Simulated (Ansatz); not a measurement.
This script for a rigid scan of one bond angle of CH₃FOSe, SMILES OC(F)[SeH] with Ansatz 0.2.0 through its Python package holds a mistake.

`run_bend.py`
```python
"""Energy of CH3FOSe against one bond angle."""

import ansatz as az
from ase import Atoms


def main() -> None:
    atoms = Atoms(["O", "C", "F", "Se", "H", "H", "H"], positions=[
        [-0.0189, -0.6471, 1.4091],
        [-0.0851, 0.2315, 0.2748],
        [-1.4159, 0.4454, -0.1601],
        [1.0332, -0.5493, -1.1714],
        [-0.5444, -1.4373, 1.116],
        [0.3705, 1.2264, 0.5458],
        [0.7218, 0.6624, -2.0599],
    ])

    # relax first, so that the scan starts from a minimum
    first = (
        az.Crystal.molecule_from_ase(atoms).calculation()
        .basis(gaussian="def2-SVP")
        .functional("cam_b3lyp")
        .charge(0.5)
        .relax(force_tolerance=0.02, max_steps=30)
    )
    atoms.positions = first.run(threads=1).report["positions_ang"]

    rows = []
    for angle in [90, 100, 110, 120, 135, 150, 165, 179]:
        bent = atoms.copy()
        bent.set_angle(1, 3, 6, angle, indices=[6])
        model = (
            az.Crystal.molecule_from_ase(bent).calculation()
            .basis(gaussian="def2-SVP")
            .functional("cam_b3lyp")
            .charge(0.5)
        )
        rows.append((angle, model.run(threads=1).report["free_energy_ev"]))
    floor = min(e for _, e in rows)
    for angle, e in rows:
        print(f"angle C1-Se3-H6 = {angle:3d} deg   {1000 * (e - floor):9.1f} meV")


if __name__ == "__main__":
    main()
```

```console
$ python run_bend.py
Traceback (most recent call last):
  File "run_bend.py", line 45, in <module>
    main()
    ~~~~^^
  File "run_bend.py", line 26, in main
    atoms.positions = first.run(threads=1).report["positions_ang"]
                      ~~~~~~~~~^^^^^^^^^^^
  ...
ansatz.RefusalError: invalid value for `total_charge`: a molecule in open space takes a whole number
```
(Library frames cut from the traceback.)

Why does it end like this?

The fault: a molecule's charge must be whole. The correction:

```diff
--- before
+++ after
@@ -22,4 +22,3 @@
         .functional("cam_b3lyp")
-        .charge(0.5)
-        .relax(force_tolerance=0.02, max_steps=30)
+        .relax(force_tolerance=0.02, max_steps=80)
     )
@@ -35,3 +34,2 @@
             .functional("cam_b3lyp")
-            .charge(0.5)
         )
```

The mended script runs so:

```console
$ python run_bend.py
angle C1-Se3-H6 =  90 deg         0.0 meV
angle C1-Se3-H6 = 100 deg        12.2 meV
angle C1-Se3-H6 = 110 deg       152.6 meV
angle C1-Se3-H6 = 120 deg       408.4 meV
angle C1-Se3-H6 = 135 deg       981.2 meV
angle C1-Se3-H6 = 150 deg      1730.1 meV
angle C1-Se3-H6 = 165 deg      2538.8 meV
angle C1-Se3-H6 = 179 deg      3048.7 meV
```

The scan is rigid, and the energies are electronic, in a modest basis. The zero is the lowest point of the grid, which needn't be the minimum. The whole script took 45 s on 1 thread of Intel(R) Xeon(R) 6975P-C (Granite Rapids), on a shared host, peak memory 0.29 GiB.

(Lines on the test bed's own set-up are left out of the output.)
